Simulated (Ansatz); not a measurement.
The system is CsLiCr2Te2S3.

```
Cs Li Cr Te S
1.0
     3.42162   -5.18069    0.00784
     3.42162    5.18069    0.00784
    -2.90411    0.00000    7.43093
Cs Li Cr Te S
1 1 2 2 3
Direct
  0.09374 0.09374 0.00853
  0.58875 0.58875 0.55336
  0.05646 0.46755 0.55790
  0.46755 0.05646 0.55790
  0.56486 0.87357 0.29035
  0.87357 0.56486 0.29035
  0.81151 0.39697 0.73347
  0.39697 0.81151 0.73347
  0.21404 0.21404 0.48371
```

The cell was built by a generator and needn't be a form met in nature.

| Quantity | Value |
| --- | --- |
| Program | Ansatz 0.2.0 |
| Task | relaxation of cell and atoms |
| Functional | RPBE |
| Potentials or basis | Ansatz PAW |
| Cutoff | 420 eV (not typed: the program's choice for these potentials) |
| k mesh | 4 × 4 × 3 |
| Occupations | fermi-dirac, width 0.05 eV |
| Spin | collinear spin, ferromagnetic start |
| Starting moments | [0.0, 0.0, 3.0, 3.0, 0.0, 0.0, 0.0, 0.0, 0.0] μB |

At the start: volume 29.30 Å³/atom.

Question: Where does the relaxation end?

Answer: It ends after 11 steps and the volume is 32.98 Å³/atom (+12.6 %); space group Cm (No. 8, to 0.05 Å); moment 4.03 μB per cell.

Step by step:
| step | energy change (eV) | largest force (eV/Å) | volume (Å³) |
| --- | --- | --- | --- |
| 1 | 0.0000 | 0.1763 | 263.68 |
| 2 | -0.0710 | 0.1411 | 276.80 |
| 3 | -0.1053 | 0.1035 | 288.50 |
| 4 | -0.1156 | 0.0375 | 293.47 |
| 5 | -0.1160 | 0.0147 | 294.34 |
| 6 | -0.1161 | 0.0234 | 294.91 |
| 7 | -0.1162 | 0.0053 | 295.02 |
| 8 | -0.1224 | 0.0056 | 295.02 |
| 9 | -0.1226 | 0.0090 | 296.26 |
| 10 | -0.1226 | 0.0057 | 296.84 |
| 11 | -0.1227 | 0.0057 | 296.84 |

Final structure:
```
Cs Li Cr Te S
1.0
     3.57361   -5.20935   -0.00892
     3.57361    5.20935   -0.00892
    -3.07076    0.00000    7.98023
Cs Li Cr Te S
1 1 2 2 3
Direct
  0.08611 0.08611 0.02155
  0.58586 0.58586 0.55222
  0.06452 0.47522 0.55769
  0.47522 0.06452 0.55769
  0.56122 0.86669 0.30395
  0.86669 0.56122 0.30395
  0.81426 0.39209 0.71614
  0.39209 0.81426 0.71614
  0.22149 0.22149 0.47971
```

Caveat: the plane-wave basis is chosen anew once the cell has moved, so the energies of steps on either side of that aren't comparable; only a ferromagnetic start was run, and an antiferromagnetic order may lie lower in energy; the PAW data sets come from PBE, with cores solved anew for the run's functional, which leaves a small shift of forces and pressure.
